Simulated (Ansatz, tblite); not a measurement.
# Si19H28 ring sphere (Si19H28): removing and adding an electron, part 3 of 3

Aim: the energy of removing and adding an electron for Si19H28 ring sphere (Si19H28), by energy differences, and how well orbital energies stand in for it.

Ansatz 0.2.0, Gaussian basis; as each input shows. Earlier steps stand in the parts before.

### Step 7. Charge +1 doublet, PBE0-D4/def2-TZVP

Input file in.yaml:

```yaml
crystal:
  periodic: [false, false, false]
  atoms:
    - {symbol: Si, position_ang: [-3.451884, -0.788940, -1.963814]}
    - {symbol: Si, position_ang: [-3.429842, 1.610174, 0.862186]}
    - {symbol: Si, position_ang: [-0.784022, -3.454230, -1.961689]}
    - {symbol: Si, position_ang: [-0.649731, -0.649399, 0.814555]}
    - {symbol: Si, position_ang: [1.611551, -3.427756, 0.867540]}
    - {symbol: Si, position_ang: [2.036517, -0.651660, -2.008603]}
    - {symbol: Si, position_ang: [1.988437, -0.654175, 3.523961]}
    - {symbol: Si, position_ang: [-0.651226, 2.033619, -2.011626]}
    - {symbol: Si, position_ang: [2.071208, 2.073815, 0.684133]}
    - {symbol: Si, position_ang: [-0.659502, 1.990986, 3.521480]}
    - {symbol: Si, position_ang: [-2.323688, -2.328623, -3.348646]}
    - {symbol: Si, position_ang: [-1.969993, 0.572104, -0.738996]}
    - {symbol: Si, position_ang: [-2.355250, 3.103162, 2.326040]}
    - {symbol: Si, position_ang: [0.773291, 0.770114, -3.409530]}
    - {symbol: Si, position_ang: [0.574503, -1.970372, -0.736456]}
    - {symbol: Si, position_ang: [0.734335, 0.736989, 2.075518]}
    - {symbol: Si, position_ang: [3.102681, -2.350587, 2.331380]}
    - {symbol: Si, position_ang: [3.425018, 0.732957, -0.702031]}
    - {symbol: Si, position_ang: [0.730730, 3.424836, -0.705120]}
    - {symbol: H, position_ang: [-4.333508, 0.131871, -2.766721]}
    - {symbol: H, position_ang: [-4.285324, -1.533771, -0.953731]}
    - {symbol: H, position_ang: [-4.067966, 0.476080, 1.620077]}
    - {symbol: H, position_ang: [-4.467338, 2.282566, -0.004191]}
    - {symbol: H, position_ang: [-1.528936, -4.287834, -0.951799]}
    - {symbol: H, position_ang: [0.138407, -4.335415, -2.763230]}
    - {symbol: H, position_ang: [-1.533412, -1.532966, 1.657714]}
    - {symbol: H, position_ang: [0.477019, -4.065371, 1.625197]}
    - {symbol: H, position_ang: [2.285245, -4.466145, 0.003241]}
    - {symbol: H, position_ang: [2.838164, -1.611232, -2.855222]}
    - {symbol: H, position_ang: [1.010483, -1.301317, 4.469740]}
    - {symbol: H, position_ang: [2.946086, 0.213542, 4.296383]}
    - {symbol: H, position_ang: [-1.610593, 2.833435, -2.860193]}
    - {symbol: H, position_ang: [2.928153, 2.932517, 1.580366]}
    - {symbol: H, position_ang: [-1.307029, 1.013156, 4.467131]}
    - {symbol: H, position_ang: [0.206570, 2.949810, 4.294313]}
    - {symbol: H, position_ang: [-3.299878, -3.306279, -3.945995]}
    - {symbol: H, position_ang: [-1.597216, -1.602257, -4.444917]}
    - {symbol: H, position_ang: [-3.408619, 3.559237, 3.304895]}
    - {symbol: H, position_ang: [-1.824474, 4.278110, 1.556758]}
    - {symbol: H, position_ang: [-0.010547, -0.015595, -4.423370]}
    - {symbol: H, position_ang: [1.714366, 1.711305, -4.114994]}
    - {symbol: H, position_ang: [4.277961, -1.819994, 1.562482]}
    - {symbol: H, position_ang: [3.558566, -3.402531, 3.311846]}
    - {symbol: H, position_ang: [4.395267, -0.079032, 0.109377]}
    - {symbol: H, position_ang: [4.183708, 1.626545, -1.648384]}
    - {symbol: H, position_ang: [-0.083044, 4.395321, 0.104213]}
    - {symbol: H, position_ang: [1.624779, 4.183202, -1.651302]}
basis:
  gaussian: {orbitals: def2-TZVP, fitting: {mean_field: def2-universal-jkfit}, initial_orbitals: start.molden}
total_charge: 1
magnetization: {spin_polarized: true, initial_magnetization: 1}
hamiltonian: {xc: pbe0, dispersion: d4}
scf: {omitted_lower_state_checks: [starts]}
output: {orbitals: {seedname: orbitals}}
```

Run with:

```
$ ansatz run in.yaml --threads 2 --pin off --events-out ev --progress --plain --max-ram 22528MiB --backend cuda --devices 0, --max-vram 18GiB
```

What it wrote (excerpt; [...] marks lines left out):

```text
Functional definition: PBE0
  name "PBE0"
  cite "Adamo & Barone, J. Chem. Phys. 110, 6158 (1999) doi:10.1063/1.478522"
  cite "Perdew, Burke & Ernzerhof, Phys. Rev. Lett. 77, 3865 (1996) doi:10.1103/PhysRevLett.77.3865"
  parent pbe
[...]
2936 factors; integrals over basis functions are off by at most 5.9e-1 eV
[...]
mean field -150069.92313478 eV, -5514.9679541560 hartree, gradient 2.2e-5 eV, S^2 0.756897; 0 other end points of the search recorded, 0 dependent functions left out
reference -150069.92321903 eV, -5514.9679572518 hartree; 147, 146 occupied and 724, 725 virtual orbitals, 2936 factors
Total energy: -150072.71580005 eV, -5515.0705827116 hartree
Checks for a lower state left out: starts
```

It took 10 s on 1 × H100 (card shared with other runs) with 2 threads of AMD EPYC 7R13, shared host.

HOMO -9.93 eV, LUMO -8.37 eV (over both spins); ⟨S²⟩ 0.757 (pure: 0.75).

### Step 8. Charge +1 doublet, PBE-D4/def2-TZVP

Changes to in.yaml since step 7:

```diff
@@ -54,3 +54,3 @@
 magnetization: {spin_polarized: true, initial_magnetization: 1}
-hamiltonian: {xc: pbe0, dispersion: d4}
+hamiltonian: {xc: pbe, dispersion: d4}
 scf: {omitted_lower_state_checks: [starts]}
```

Same command.

What it wrote (excerpt; [...] marks lines left out):

```text
Functional definition: PBE
  name "PBE"
  cite "Perdew, Burke & Ernzerhof, Phys. Rev. Lett. 77, 3865 (1996) doi:10.1103/PhysRevLett.77.3865"
  parent pbe
[...]
2936 factors; integrals over basis functions are off by at most 5.9e-1 eV
[...]
mean field -150054.97760245 eV, -5514.4187159730 hartree, gradient 1.5e-5 eV, S^2 0.751995; 0 other end points of the search recorded, 0 dependent functions left out
reference -150054.97771291 eV, -5514.4187200325 hartree; 147, 146 occupied and 724, 725 virtual orbitals, 2936 factors
Total energy: -150058.04148509 eV, -5514.5313115836 hartree
Checks for a lower state left out: starts
```

It took 10 s on 1 × H100 (card shared with other runs) with 2 threads of AMD EPYC 7R13, shared host.

HOMO -8.93 eV, LUMO -8.65 eV (over both spins); ⟨S²⟩ 0.752 (pure: 0.75).

### Step 9. Adiabatic ionisation energy

Charged state less starting state, singlet to doublet; the starting state's energies are those of its earlier runs.

| level | adiabatic ionisation energy (eV) | time |
| --- | --- | --- |
| PBE-D4/def2-TZVP | +7.54 | 18 s |
| PBE0-D4/def2-TZVP | +7.84 | 17 s |

Times add the two runs; a level without a time comes out of a correlated run.

### Step 10. Charge -1 doublet at the fixed geometry, PBE0-D4/def2-TZVP

Input file in.yaml:

```yaml
crystal:
  periodic: [false, false, false]
  atoms:
    - {symbol: Si, position_ang: [-3.484908, -0.747444, -1.916529]}
    - {symbol: Si, position_ang: [-3.486608, 1.915248, 0.741694]}
    - {symbol: Si, position_ang: [-0.742729, -3.487217, -1.914234]}
    - {symbol: Si, position_ang: [-0.709636, -0.709635, 0.708976]}
    - {symbol: Si, position_ang: [1.916228, -3.484975, 0.747808]}
    - {symbol: Si, position_ang: [2.001862, -0.719164, -1.998096]}
    - {symbol: Si, position_ang: [1.913184, -0.743205, 3.487528]}
    - {symbol: Si, position_ang: [-0.718593, 1.998565, -2.001598]}
    - {symbol: Si, position_ang: [1.998209, 2.001394, 0.719883]}
    - {symbol: Si, position_ang: [-0.748728, 1.914802, 3.485442]}
    - {symbol: Si, position_ang: [-2.336217, -2.341008, -3.216244]}
    - {symbol: Si, position_ang: [-2.071819, 0.641228, -0.643960]}
    - {symbol: Si, position_ang: [-2.341036, 3.216056, 2.336751]}
    - {symbol: Si, position_ang: [0.711767, 0.708127, -3.360063]}
    - {symbol: Si, position_ang: [0.643618, -2.072236, -0.641185]}
    - {symbol: Si, position_ang: [0.640507, 0.643058, 2.072129]}
    - {symbol: Si, position_ang: [3.215749, -2.336542, 2.341757]}
    - {symbol: Si, position_ang: [3.360065, 0.711572, -0.707749]}
    - {symbol: Si, position_ang: [0.708648, 3.360116, -0.710975]}
    - {symbol: H, position_ang: [-4.375890, 0.095625, -2.794675]}
    - {symbol: H, position_ang: [-4.365881, -1.495366, -0.944839]}
    - {symbol: H, position_ang: [-4.369420, 0.944426, 1.488596]}
    - {symbol: H, position_ang: [-4.375726, 2.793137, -0.103627]}
    - {symbol: H, position_ang: [-1.490752, -4.368096, -0.942535]}
    - {symbol: H, position_ang: [0.101883, -4.378159, -2.790926]}
    - {symbol: H, position_ang: [-1.583071, -1.582825, 1.581661]}
    - {symbol: H, position_ang: [0.944566, -4.366257, 1.495367]}
    - {symbol: H, position_ang: [2.794709, -4.375709, -0.095164]}
    - {symbol: H, position_ang: [2.870004, -1.603402, -2.863669]}
    - {symbol: H, position_ang: [0.941284, -1.491529, 4.367932]}
    - {symbol: H, position_ang: [2.789256, 0.101552, 4.378952]}
    - {symbol: H, position_ang: [-1.602806, 2.864489, -2.869422]}
    - {symbol: H, position_ang: [2.863817, 2.868954, 1.604662]}
    - {symbol: H, position_ang: [-1.497594, 0.942397, 4.364804]}
    - {symbol: H, position_ang: [0.093968, 2.791670, 4.378027]}
    - {symbol: H, position_ang: [-3.330443, -3.336636, -3.765668]}
    - {symbol: H, position_ang: [-1.663692, -1.668784, -4.382284]}
    - {symbol: H, position_ang: [-3.337143, 3.765472, 3.330541]}
    - {symbol: H, position_ang: [-1.667577, 4.381946, 1.665099]}
    - {symbol: H, position_ang: [-0.062536, -0.068376, -4.392897]}
    - {symbol: H, position_ang: [1.649817, 1.646226, -4.084126]}
    - {symbol: H, position_ang: [4.381638, -1.663611, 1.669651]}
    - {symbol: H, position_ang: [3.765091, -3.330848, 3.337349]}
    - {symbol: H, position_ang: [4.393776, -0.062247, 0.068156]}
    - {symbol: H, position_ang: [4.083177, 1.650094, -1.646244]}
    - {symbol: H, position_ang: [-0.067626, 4.393634, 0.062739]}
    - {symbol: H, position_ang: [1.647629, 4.083455, -1.648828]}
basis:
  gaussian: {orbitals: def2-TZVP, fitting: {mean_field: def2-universal-jkfit}}
total_charge: -1
magnetization: {spin_polarized: true, initial_magnetization: 1}
hamiltonian: {xc: pbe0, dispersion: d4}
scf: {omitted_lower_state_checks: [starts]}
output: {orbitals: {seedname: orbitals}}
```

Launched as before.

What it wrote (excerpt; [...] marks lines left out):

```text
Functional definition: PBE0
  name "PBE0"
  cite "Adamo & Barone, J. Chem. Phys. 110, 6158 (1999) doi:10.1063/1.478522"
  cite "Perdew, Burke & Ernzerhof, Phys. Rev. Lett. 77, 3865 (1996) doi:10.1103/PhysRevLett.77.3865"
  parent pbe
[...]
2936 factors; integrals over basis functions are off by at most 6.0e-1 eV
[...]
mean field -150078.22517049 eV, -5515.2730483410 hartree, gradient 6.8e-6 eV, S^2 0.752585; 0 other end points of the search recorded, 0 dependent functions left out
reference -150078.22524866 eV, -5515.2730512135 hartree; 148, 147 occupied and 723, 724 virtual orbitals, 2936 factors
Total energy: -150081.15213784 eV, -5515.3806124069 hartree
Checks for a lower state left out: starts
```

Wall time 32 s (1 × H100 (card shared with other runs) with 2 threads of AMD EPYC 7R13, shared host); peak host memory 1.7 GiB.

HOMO 0.42 eV, LUMO 1.40 eV (over both spins); ⟨S²⟩ 0.753 (pure: 0.75). Doubts: highest occupied level lies above zero.

### Step 11. Charge -1 doublet at the fixed geometry, PBE-D4/def2-TZVP

Changes to in.yaml since step 10:

```diff
@@ -51,6 +51,6 @@
 basis:
-  gaussian: {orbitals: def2-TZVP, fitting: {mean_field: def2-universal-jkfit}}
+  gaussian: {orbitals: def2-TZVP, fitting: {mean_field: def2-universal-jkfit}, initial_orbitals: start.molden}
 total_charge: -1
 magnetization: {spin_polarized: true, initial_magnetization: 1}
-hamiltonian: {xc: pbe0, dispersion: d4}
+hamiltonian: {xc: pbe, dispersion: d4}
 scf: {omitted_lower_state_checks: [starts]}
```

Launched as before.

What it wrote (excerpt; [...] marks lines left out):

```text
Functional definition: PBE
  name "PBE"
  cite "Perdew, Burke & Ernzerhof, Phys. Rev. Lett. 77, 3865 (1996) doi:10.1103/PhysRevLett.77.3865"
  parent pbe
[...]
2936 factors; integrals over basis functions are off by at most 6.0e-1 eV
[...]
mean field -150063.22095140 eV, -5514.7216534596 hartree, gradient 5.0e-6 eV, S^2 0.751643; 0 other end points of the search recorded, 0 dependent functions left out
reference -150063.22105499 eV, -5514.7216572665 hartree; 148, 147 occupied and 723, 724 virtual orbitals, 2936 factors
Total energy: -150066.43297145 eV, -5514.8396930193 hartree
Checks for a lower state left out: starts
```

It took 19 s on 1 × H100 (card shared with other runs) with 2 threads of AMD EPYC 7R13, shared host; peak host memory 1.6 GiB.

HOMO 0.61 eV, LUMO 0.72 eV (over both spins); ⟨S²⟩ 0.752 (pure: 0.75). Doubts: highest occupied level lies above zero.

### Step 12. Charge -1 doublet at the fixed geometry, B97M-V/def2-TZVP

Changes to in.yaml since step 11:

```diff
@@ -54,3 +54,3 @@
 magnetization: {spin_polarized: true, initial_magnetization: 1}
-hamiltonian: {xc: pbe, dispersion: d4}
+hamiltonian: {xc: {name: B97M-V}}
 scf: {omitted_lower_state_checks: [starts]}
```

The command is unchanged.

What it wrote (excerpt; [...] marks lines left out):

```text
Functional definition: B97M-V
  name "B97M-V"
  cite "Mardirossian & Head-Gordon, J. Chem. Phys. 142, 074111 (2015) doi:10.1063/1.4907719"
  cite "Becke, J. Chem. Phys. 107, 8554 (1997) doi:10.1063/1.475007"
  cite "Vydrov & Van Voorhis, J. Chem. Phys. 133, 244103 (2010) doi:10.1063/1.3521275"
  # Of w^i u^j: cxij and so on, Table III.
[...]
  gx(w, u) = cx00 + cx01*u + cx02*u^2 + (cx10 + cx11*u)*w
[...]
2936 factors; integrals over basis functions are off by at most 6.0e-1 eV
[...]
mean field -150104.20416173 eV, -5516.2277586597 hartree, gradient 3.0e-6 eV, S^2 0.752374; 0 other end points of the search recorded, 0 dependent functions left out
reference -150104.20432391 eV, -5516.2277646197 hartree; 148, 147 occupied and 723, 724 virtual orbitals, 2936 factors
Total energy: -150104.20432391 eV, -5516.2277646197 hartree
Checks for a lower state left out: starts
```

It took 79 s on 1 × H100 (card shared with other runs) with 2 threads of AMD EPYC 7R13, shared host; peak host memory 2.5 GiB.

Report: HOMO 0.52 eV, LUMO 0.61 eV (over both spins); ⟨S²⟩ 0.752 (pure: 0.75). Doubts: highest occupied level lies above zero.

### Step 13. Vertical electron affinity

Starting state less charged state (positive: the electron is bound), singlet to doublet; the starting state's energies are those of its earlier runs.

| level | vertical electron affinity (eV) | time |
| --- | --- | --- |
| PBE-D4/def2-TZVP | +0.85 | 27 s |
| B97M-V/def2-TZVP | +0.87 | 93 s |
| PBE0-D4/def2-TZVP | +0.60 | 39 s |

Times add the two runs; a level without a time comes out of a correlated run.

Beside −ε(LUMO) of the starting state:

| level | −ε(LUMO) (eV) | by difference (eV) | mismatch (eV) |
| --- | --- | --- | --- |
| PBE-D4/def2-TZVP | 2.16 | 0.85 | +1.31 |
| B97M-V/def2-TZVP | 2.25 | 0.87 | +1.39 |
| PBE0-D4/def2-TZVP | 1.47 | 0.60 | +0.87 |

### Step 14. Summary of results

This closing draws on all 3 parts.

```
                                             quantity                               value
 vertical ionisation energy, functionals in def2-TZVP  7.77 (PBE-D4) to 8.21 eV (PBE0-D4)
adiabatic ionisation energy, functionals in def2-TZVP  7.54 (PBE-D4) to 7.84 eV (PBE0-D4)
 vertical electron affinity, functionals in def2-TZVP  0.60 (PBE0-D4) to 0.87 eV (B97M-V)
      relaxation of the cation side, PBE-D4/def2-TZVP                             0.23 eV
```

**Reading.** The vertical ionisation energy spans 7.77 to 8.21 eV over the functionals. −ε(HOMO) misses the level's own difference by -1.07 eV at best (PBE0-D4) and -1.56 eV at worst (PBE-D4). The adiabatic ionisation energy spans 7.54 to 7.84 eV over the functionals. The vertical electron affinity spans 0.60 to 0.87 eV over the functionals. The anion's highest level lies above zero where self-interaction lifts it, so diffuse functions weigh on these values. −ε(LUMO) misses the level's own difference by +0.87 eV at best (PBE0-D4) and +1.39 eV at worst (B97M-V). Relaxing the oxidised state gains 0.23 eV at PBE-D4/def2-TZVP.
